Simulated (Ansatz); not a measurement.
Working through vertical energies of changing the electron count of KN

Computed with the Python package of Ansatz (0.2.0).

Run as a notebook:

In [1]:
```python
from dataclasses import dataclass

import ansatz as az
```

In [2]:
```python
@dataclass(frozen=True)
class Options:
    basis_set: str = 'def2-TZVP'
    xc: str = 'B3LYP'


cfg = Options()
```

In [3]:
```python
def single_point(molecule, charge=0, unpaired=0):
    calc = (
        molecule.calculation()
        .basis(gaussian=cfg.basis_set)
        .functional(cfg.xc)
    )
    if charge:
        calc = calc.charge(charge)
    if unpaired:
        calc = calc.spin('collinear', total=unpaired)
    return calc.run(threads=1, backend='cpu').report['free_energy_ev']

GEOMETRY = '''
K     0.00000    0.00000    0.00000
N     0.00000    0.00000    2.60000
'''

kn = az.Crystal.molecule()
for line in GEOMETRY.strip().splitlines():
    symbol, *xyz = line.split()
    kn = kn.atom(symbol, [float(v) for v in xyz])
```

In [4]:
```python
# delta-SCF style differences, no relaxation
parent = single_point(kn, 0, 2)
cation = single_point(kn, 1, 1)
print(f'E(N)   = {parent:.5f} eV')
print(f'E(N-1) = {cation:.5f} eV  (1 unpaired)')
print(f'vertical ionisation energy {cation - parent:.3f} eV')
other = single_point(kn, 1, 3)
print(f'to the state with 3 unpaired electrons: {other - parent:.3f} eV')
```
```text
E(N)   = -17811.77264 eV
E(N-1) = -17805.05350 eV  (1 unpaired)
vertical ionisation energy 6.719 eV
to the state with 3 unpaired electrons: 5.678 eV
```

Total energies depend on the basis set; only differences at equal settings carry meaning. The geometry is a force-field or estimated start, not a minimum of this method, and the basis set is short of its limit. All parts are taken at fixed geometry, without zero-point energy. At an unrelaxed start these energies can be a whole eV from those at the minimum, and a small affinity can change sign. The species is open-shell (spin multiplicity 3). The expectation value of S² is noticeably off S(S+1) in at least one run, so that state is spin-contaminated. b3lyp holds the VWN-RPA fit, as in Gaussian; the form of ORCA and Turbomole is b3lyp5. Only the spin states typed were run; another state of an ion can lie lower, by up to an eV or two. The spin state was assumed, and another may lie lower. Timing: 19 s on 1 thread of Intel(R) Xeon(R) Platinum 8488C (Sapphire Rapids) (shared host), peak memory 0.22 GiB.

(Lines on the test bed's own set-up are left out of the output.)
